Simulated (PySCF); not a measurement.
# [Si3NH8]− (SMILES [SiH2-]N([SiH3])[SiH3]): levels of theory compared

Aim: a comparison of 4 runs (B3LYP/6-31G*, PBE0/6-31G**, CAM-B3LYP/6-311G**) of [Si3NH8]−. Input form: a Python script.

The results are computed with PySCF 2.14.0.

### 1 The molecule

[Si3NH8]− has 12 atoms, charge -1, and is taken as a singlet. As SMILES, `[SiH2-]N([SiH3])[SiH3]`. The coordinates come from a GFN2-xTB relaxation. This is one conformer, not always the lowest.

Bond lengths: Si1–N2 1.818 Å, N2–Si3 1.681 Å, N2–Si4 1.720 Å, Si1–H5 1.510 Å, Si1–H6 1.504 Å, Si3–H7 1.481 Å, Si3–H8 1.475 Å, Si3–H9 1.489 Å, Si4–H10 1.476 Å, Si4–H11 1.471 Å, Si4–H12 1.517 Å. Some angles: Si1–N2–Si3 135.2°, Si1–N2–Si4 89.3°, Si3–N2–Si4 132.1°, N2–Si1–H5 101.0°, N2–Si1–H6 99.7°, N2–Si3–H7 110.8°, N2–Si3–H8 110.1°, N2–Si3–H9 116.0°, N2–Si4–H10 118.0°, N2–Si4–H11 113.4°.

### 2 Energy and forces at B3LYP/6-31G(d) (spherical functions) (run 1)

run.py

```python
from pyscf import gto, dft

molecule = gto.M(
    atom='''
Si  -1.204890   0.999530  -1.007900
N   -0.193780  -0.120090   0.006610
Si   0.052910  -0.338900   1.655000
Si   0.805640  -0.424280  -1.360290
H   -0.944510   2.320940  -0.325390
H   -2.556740   0.740580  -0.401340
H    0.729600  -1.629600   1.917450
H   -1.241120  -0.361460   2.362710
H    0.889790   0.690100   2.332520
H    1.575390   0.704100  -1.919510
H    0.157330  -1.260380  -2.382350
H    1.930390  -1.320540  -0.877500
''',
    charge=-1,
    basis='6-31g*',
    verbose=3,
    max_memory=1860,
)

ks = dft.RKS(molecule, xc='b3lyp')
ks.grids.level = 5
ks.conv_tol = 1e-10
ks.kernel()
if not ks.converged:
    ks = ks.newton().run(ks.mo_coeff, ks.mo_occ)

e_final = ks.e_tot
print(f'total energy: {e_final:.8f} hartree')
grad = ks.nuc_grad_method().kernel()
dip = ks.dip_moment()
pop, q = ks.mulliken_pop()
```

The run is started by

```sh
OMP_NUM_THREADS=1 python run.py
```

Output:

```text
converged SCF energy = -928.071955032186
total energy: -928.07195503 hartree
--------------- RKS gradients ---------------
         x                y                z
0 Si     0.0212902000    -0.0158978349     0.0026100609
1 N    -0.0087404336     0.0030052170     0.0106582679
2 Si    -0.0008594972     0.0000291115     0.0013278982
[... 8 lines of this table left out ...]
11 H    -0.0044967533     0.0031928987    -0.0025261781
----------------------------------------------

WARN: System has nonzero charge -1; the dipole moment is origin-dependent.
[... 2 lines left out ...]
Dipole moment(X, Y, Z, Debye):  2.10483, -1.69872,  3.00164
[... 97 lines left out ...]
charge of   11H =     -0.17203
```

Wall time 39 s (1 thread of Arm Neoverse V2, shared host); peak memory 0.82 GiB.

### 3 Energy and forces at B3LYP/6-31G(d) (Cartesian functions) (run 2)

job.py

```python
import pyscf.grad
from pyscf import gto, dft

molecule = gto.M(
    atom='''
Si    -1.204890     0.999530    -1.007900
N     -0.193780    -0.120090     0.006610
Si     0.052910    -0.338900     1.655000
Si     0.805640    -0.424280    -1.360290
H     -0.944510     2.320940    -0.325390
H     -2.556740     0.740580    -0.401340
H      0.729600    -1.629600     1.917450
H     -1.241120    -0.361460     2.362710
H      0.889790     0.690100     2.332520
H      1.575390     0.704100    -1.919510
H      0.157330    -1.260380    -2.382350
H      1.930390    -1.320540    -0.877500
''',
    charge=-1,
    cart=True,
    basis='6-31g*',
    max_memory=1860,
    verbose=4,
)

mf = dft.RKS(molecule, xc='b3lyp')
mf.conv_tol = 1e-10
mf.grids.level = 5
mf.kernel()
if not mf.converged:
    mf = mf.newton().run(mf.mo_coeff, mf.mo_occ)

energy = mf.e_tot
print('E = %.10f Eh' % energy)
grad = mf.Gradients().kernel()
mf.analyze()
```

The run is started by

```sh
OMP_NUM_THREADS=1 python job.py
```

Output:

```text
PySCF version 2.14.0

[... 106 lines left out ...]
MO #3   energy= -65.9077567297001  occ= 2
[... 16 lines left out ...]
MO #20  energy= -0.306324567380182 occ= 2
[... 16 lines left out ...]
MO #37  energy= 0.278681391602811  occ= 0
[... 16 lines left out ...]
MO #54  energy= 0.73475423808065   occ= 0
[... 16 lines left out ...]
MO #71  energy= 1.29487368777329   occ= 0
[... 16 lines left out ...]
MO #88  energy= 3.9022416718701    occ= 0
[... 104 lines left out ...]
WARN: System has nonzero charge -1; the dipole moment is origin-dependent.
Location of origin: [0. 0. 0.]

Dipole moment(X, Y, Z, Debye):  2.10327, -1.69617,  3.00084
```

Wall time 41 s (1 thread of Arm Neoverse V2, shared host); peak memory 0.87 GiB.

### 4 Energy and forces at PBE0/6-31G(d,p) (spherical functions) (run 3)

start.xyz

```xyz
12
H8NSi3
Si    -1.204890     0.999530    -1.007900
N     -0.193780    -0.120090     0.006610
Si     0.052910    -0.338900     1.655000
Si     0.805640    -0.424280    -1.360290
H     -0.944510     2.320940    -0.325390
H     -2.556740     0.740580    -0.401340
H      0.729600    -1.629600     1.917450
H     -1.241120    -0.361460     2.362710
H      0.889790     0.690100     2.332520
H      1.575390     0.704100    -1.919510
H      0.157330    -1.260380    -2.382350
H      1.930390    -1.320540    -0.877500
```

input.py

```python
import pyscf.grad
from pyscf import gto, dft

system = gto.M(
    atom='start.xyz',
    verbose=4,
    basis='6-31g**',
    max_memory=1860,
    charge=-1,
)

ks = dft.RKS(system)
ks.xc = 'pbe0'
ks.grids.level = 5
ks.conv_tol = 1e-10
ks.kernel()
if not ks.converged:
    ks = ks.newton().run(ks.mo_coeff, ks.mo_occ)

energy = ks.e_tot
print(f'total energy: {energy:.8f} hartree')
grad = ks.Gradients().kernel()
dip = ks.dip_moment()
pop, q = ks.mulliken_pop()
```

The run is started by

```sh
OMP_NUM_THREADS=1 python input.py
```

Output:

```text
PySCF version 2.14.0

[... 79 lines left out ...]
converged SCF energy = -927.578460681577
total energy: -927.57846068 hartree
[... 13 lines left out ...]
WARN: System has nonzero charge -1; the dipole moment is origin-dependent.
[... 2 lines left out ...]
Dipole moment(X, Y, Z, Debye):  2.08131, -1.68664,  3.10778
[... 121 lines left out ...]
charge of   11H =     -0.19039
```

Wall time 53 s (1 thread of Arm Neoverse V2, shared host); peak memory 1.1 GiB.

### 5 Energy and gradient at CAM-B3LYP/6-311G(d,p) (run 4)

run.py

```python
# [SiH2-]N([SiH3])[SiH3]
from pyscf import gto, dft

mol = gto.M(
    atom='''
Si  -1.204890   0.999530  -1.007900
N   -0.193780  -0.120090   0.006610
Si   0.052910  -0.338900   1.655000
Si   0.805640  -0.424280  -1.360290
H   -0.944510   2.320940  -0.325390
H   -2.556740   0.740580  -0.401340
H    0.729600  -1.629600   1.917450
H   -1.241120  -0.361460   2.362710
H    0.889790   0.690100   2.332520
H    1.575390   0.704100  -1.919510
H    0.157330  -1.260380  -2.382350
H    1.930390  -1.320540  -0.877500
''',
    charge=-1,
    spin=0,
    verbose=4,
    basis='6-311g**',
    max_memory=1860,
)

mf = dft.RKS(mol, xc='cam-b3lyp')
mf.grids.level = 5
mf.conv_tol = 1e-10
mf.kernel()
if not mf.converged:
    mf = mf.newton().run(mf.mo_coeff, mf.mo_occ)

etot = mf.e_tot
print(f'total energy: {etot:.8f} hartree')
grad = mf.nuc_grad_method().kernel()
dip = mf.dip_moment()
pop, q = mf.mulliken_pop()
```

The run is started by

```sh
OMP_NUM_THREADS=1 python run.py
```

Output:

```text
PySCF version 2.14.0

[... 82 lines left out ...]
converged SCF energy = -928.102939608067
total energy: -928.10293961 hartree
[... 13 lines left out ...]
WARN: System has nonzero charge -1; the dipole moment is origin-dependent.
[... 2 lines left out ...]
Dipole moment(X, Y, Z, Debye):  2.14350, -1.77866,  2.86219
[... 157 lines left out ...]
charge of   11H =     -0.27399
```

It took 1.9 min on 1 thread of Arm Neoverse V2, shared host; peak memory 1.6 GiB.

### 6 All runs side by side

| run | level | Cartesian functions | energy (Eh) | HOMO energy (eV) | LUMO energy (eV) | HOMO–LUMO gap (eV) | wall time |
| --- | --- | --- | --- | --- | --- | --- | --- |
| 1 | B3LYP/6-31G* (spherical functions) | no | -928.071955 | -0.09 | 4.47 | 4.56 | 39 s |
| 2 | B3LYP/6-31G* (Cartesian functions) | yes | -928.078182 | -0.09 | 4.45 | 4.53 | 41 s |
| 3 | PBE0/6-31G** (spherical functions) | no | -927.578461 | -0.32 | 4.54 | 4.86 | 53 s |
| 4 | CAM-B3LYP/6-311G** | no | -928.102940 | -1.71 | 5.21 | 6.92 | 1.9 min |

### 7 Summary of results

```
                                                    quantity          value
                                         run 4: total energy  -928.10294 Eh
                                          run 4: HOMO energy       -1.71 eV
                                          run 4: LUMO energy        5.21 eV
run 4: HOMO–LUMO gap (to an unbound level, set by the basis)        6.92 eV
                             run 4: largest force on an atom     1.363 eV/Å
```

The HOMO–LUMO gap runs from 4.53 eV (B3LYP/6-31G*) to 6.92 eV (CAM-B3LYP/6-311G**). The two ends differ in method and basis. The empty levels of an anion lie above zero and hang on the basis. Totals of different functionals can't be ranked against each other. All runs together took 4.1 min, the longest 1.9 min.
